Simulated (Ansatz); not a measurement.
# ZnO: the cost of one run

Method: DFT PBE, scalar-relativistic, plane waves, PAW, in Ansatz 0.2.0.

### 1 The system as given

Symmetry: P6_3mc, No. 186, hexagonal system. The conventional cell has a = 3.249 Å, b = 3.249 Å, c = 5.204 Å, α = 90.00°, β = 90.00°, γ = 120.00°. Around Zn (site symmetry 3m) lie 4 O at 1.97 to 1.99 Å. Around O (site symmetry 3m) lie 4 Zn at 1.97 to 1.99 Å.

Coordinates:

```
CELL_PARAMETERS angstrom
3.24940 0.00000 0.00000
-1.62470 2.81406 0.00000
0.00000 0.00000 5.20380
ATOMIC_POSITIONS crystal
Zn 0.33333 0.66667 0.00000
Zn 0.66667 0.33333 0.50000
O 0.33333 0.66667 0.38210
O 0.66667 0.33333 0.88210
```

### 2 Single point: ZnO, no spin

input.yaml

```yaml
crystal:
  lattice:
    - [3.2494, 0.0, 0.0]
    - [-1.6247, 2.8140629471, 0.0]
    - [0.0, 0.0, 5.2038]
  atoms:
    - { symbol: Zn, position: [0.3333333333, 0.6666666667, 0.0] }
    - { symbol: Zn, position: [0.6666666667, 0.3333333333, 0.5] }
    - { symbol: O, position: [0.3333333333, 0.6666666667, 0.3821] }
    - { symbol: O, position: [0.6666666667, 0.3333333333, 0.8821] }
scf:
  occupations: { method: fixed }
output:
  eigenstates:
    kpoints:
      - [0, 0, 0]
      - [0.01, 0, 0]
      - [0.02, 0, 0]
      - [0.03, 0, 0]
      - [0.04, 0, 0]
      - [0.05, 0, 0]
      - [0.06, 0, 0]
      - [0.07, 0, 0]
      - [0.08, 0, 0]
      - [0.09, 0, 0]
      - [0.1, 0, 0]
      - [0.12, 0, 0]
      - [0.14, 0, 0]
      - [0.16, 0, 0]
      - [0.2, 0, 0]
      - [0.006667, 0.006667, 0]
      - [0.013333, 0.013333, 0]
      - [0.02, 0.02, 0]
      - [0.026667, 0.026667, 0]
      - [0.033333, 0.033333, 0]
      - [0.04, 0.04, 0]
      - [0.046667, 0.046667, 0]
      - [0.053333, 0.053333, 0]
      - [0.06, 0.06, 0]
      - [0.066667, 0.066667, 0]
      - [0.08, 0.08, 0]
      - [0.093333, 0.093333, 0]
      - [0.106667, 0.106667, 0]
      - [0.133333, 0.133333, 0]
      - [0, 0, 0.01]
      - [0, 0, 0.02]
      - [0, 0, 0.03]
      - [0, 0, 0.04]
      - [0, 0, 0.05]
      - [0, 0, 0.06]
      - [0, 0, 0.07]
      - [0, 0, 0.08]
      - [0, 0, 0.09]
      - [0, 0, 0.1]
      - [0, 0, 0.12]
      - [0, 0, 0.14]
      - [0, 0, 0.16]
      - [0, 0, 0.2]
    top_band: c2
hamiltonian:
  xc: pbe
kpoints:
  mp_grid: { grid: [9, 9, 6] }
```

Started as:

```console
ansatz run input.yaml --threads 4 --pin off --max-ram 8192MiB --backend cpu --events-out ev --progress --plain --runs-dir out
```

Q: Estimate wall time and peak memory on 4 threads of Intel Xeon Platinum 8259CL at 2.50GHz (Skylake/Cascade Lake), shared host.

About 2.8 s, with a peak of 0.44 GiB.
